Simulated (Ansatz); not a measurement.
This script makes vertical spin-state energies of CH₆GeO₂, SMILES C[O][GeH2][OH] with Ansatz 0.2.0, Python API.

`ch6geo2.py`
```python
"""Gap between spin states of CH6GeO2 at one geometry."""

import warnings

import ansatz as az

SETTINGS = {
    "basis": "def2-SVP",
    "functional": "pbe",
    "dispersion": "d4",
}


def main() -> None:
    warnings.simplefilter("ignore", az.DeckWarning)

    geometry_ang = [
        ("C", (-0.6131, 1.4079, 0.0392)),
        ("O", (0.0677, 0.5692, -0.7841)),
        ("Ge", (0.1711, -0.9923, 0.082)),
        ("O", (1.217, -2.1413, -0.8959)),
        ("H", (-1.6893, 1.0643, 0.1896)),
        ("H", (-0.7534, 2.44, -0.5017)),
        ("H", (-0.1107, 1.6458, 0.9943)),
        ("H", (0.9635, -0.7577, 1.4443)),
        ("H", (-1.208, -1.5542, 0.3943)),
        ("H", (2.0384, -1.7328, -0.9591)),
    ]
    molecule = az.Crystal.molecule()
    for symbol, xyz in geometry_ang:
        molecule = molecule.atom(symbol, xyz)

    calc = (
        molecule.calculation()
        .basis(gaussian=SETTINGS["basis"])
        .functional(SETTINGS["functional"], dispersion=SETTINGS["dispersion"])
    )
    found = {}
    for unpaired in [0, 2]:
        report = calc.spin("collinear", total=unpaired).run(threads=1, backend="cpu").report
        s = unpaired / 2
        found[unpaired] = report["free_energy_ev"]
        print(f"2S+1 = {unpaired + 1}: E = {found[unpaired]:.5f} eV, <S^2> = {abs(report['mean_field']['state']['spin_squared']):.3f} (pure state {s * (s + 1):.2f})")
    lowest = min(found, key=found.get)
    for unpaired, e in found.items():
        print(f"multiplicity {unpaired + 1}: {96.485332 * (e - found[lowest]):.1f} kJ/mol above the lowest")


if __name__ == "__main__":
    main()
```

Which spin state is lowest at this geometry, and how far above lie the others?

In order: multiplicity 1 (+0.00 eV) and multiplicity 3 (+6.10 eV), all at the one geometry.

What the script printed:

```console
$ python ch6geo2.py
2S+1 = 1: E = -61721.67272 eV, <S^2> = 0.000 (pure state 0.00)
2S+1 = 3: E = -61715.57604 eV, <S^2> = 2.003 (pure state 2.00)
multiplicity 1: 0.0 kJ/mol above the lowest
multiplicity 3: 588.2 kJ/mol above the lowest
```

Caveats:
- Total energies depend on the basis set; only differences at equal settings carry meaning.
- The geometry is a force-field or estimated start, not a minimum of this method, and the basis set is short of its limit. All parts are taken at fixed geometry, without zero-point energy.
- It ran for 32 s on 1 thread of Arm Neoverse V1 (shared host), peak memory 0.3 GiB.
